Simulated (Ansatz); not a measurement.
# ZrC+ (doublet): the correlation ladder, def2-SVP

An exercise on one series of results from a longer session: the logs are not shown, and one member is left open.

Computed with Ansatz 0.2.0, Gaussian basis. Level: def2-SVP, core rule «outside noble gas», up to 5 orbitals frozen.

The runs, in order: UHF; CCSD(T) on ROHF; CCSD(T) on UHF; CISD as a restricted active space (open shells left free, so some higher excitations enter); CCSDT(Q) on ROHF; CCSDT(Q) on UHF; CISDTQ; CCSDTQ on ROHF; CCSDTQ on UHF.

11 further runs of the same task are left out: 6 for a known fault of the program, 2 that didn't finish, 3 set aside as unsound or not needed. Runs told in other sessions of the task aren't counted.

**What is computed**

The geometry is a PBE0/def2-TZVP stationary point (not a proven minimum) of the parent state, kept for this charge and spin. No spin-orbit coupling is included. Elements past krypton take def2 core potentials.

2 atoms, charge 1, spin multiplicity 2.

Atoms are counted from 1 here; the program's logs count them from 0.

Bond lengths: Zr1–C2 1.897 Å.

Set-up of the first run:

The input, in.yaml:

```yaml
crystal:
  periodic: [false, false, false]
  atoms:
    - {symbol: Zr, position_ang: [0.000000, 0.000000, 0.000000]}
    - {symbol: C, position_ang: [0.000000, 0.000000, 1.897000]}
basis:
  gaussian: {orbitals: def2-SVP}
total_charge: 1
magnetization: {spin_polarized: true, initial_magnetization: 1}
hamiltonian: {xc: hf}
output: {orbitals: {seedname: orbitals}}
```

Command:

```sh
> ansatz run in.yaml --threads 1 --pin off --events-out ev --progress --plain --max-ram 4160MiB --backend cpu
```

Among the steps run: UHF; CCSD(T) on ROHF; CCSD(T) on UHF; CISD as a restricted active space (open shells left free, so some higher excitations enter); CCSDT(Q) on ROHF; CCSDT(Q) on UHF; CISDTQ; CCSDTQ on ROHF; CCSDTQ on UHF.

One table of the session follows, with a row left open; its other results are not shown here.

```
   method  from UCCSDTQ (kcal/mol)
     ROHF                  +143.56
      UHF                  +116.56
     RMP2                   +10.07
     UMP2                   +42.77
    RCCSD                   +11.17
    UCCSD                   +10.16
 RCCSD(T)                    +1.89
 UCCSD(T)                    +2.98
   RCCSDT                    +1.40
   UCCSDT                        ?
RCCSDT(Q)                    -0.29
UCCSDT(Q)                    -0.18
  RCCSDTQ                    -0.05
  UCCSDTQ                        0
```

**Question.** Estimate the row for UCCSDT.

The run gave: from UCCSDTQ (kcal/mol): +1.17. In the column «from UCCSDTQ (kcal/mol)» it lies between UCCSDTQ (0) and RCCSDT (+1.40).

To keep in mind: The determinant of HF (⟨S²⟩ 2.10) is far from a pure spin state, so its energy mixes those of several spin states; that is harmless only where they are near-degenerate. The determinant of CCSD(T) (⟨S²⟩ 1.87) is far from a pure spin state, so its energy mixes those of several spin states; high orders of coupled cluster remove much of that, low ones don't. The determinant of CCSDT(Q) (⟨S²⟩ 1.87) is far from a pure spin state, so its energy mixes those of several spin states; high orders of coupled cluster remove much of that, low ones don't. The determinant of CCSDTQ (⟨S²⟩ 1.87) is far from a pure spin state, so its energy mixes those of several spin states; high orders of coupled cluster remove much of that, low ones don't. The program flags RCCSD(T) as in doubt, so read those rows with care; the flags are large difference. Restricted and unrestricted rows rest on different reference determinants; a gap between their highest levels can come from leftover correlation error, from unlike frozen cores or from another state.
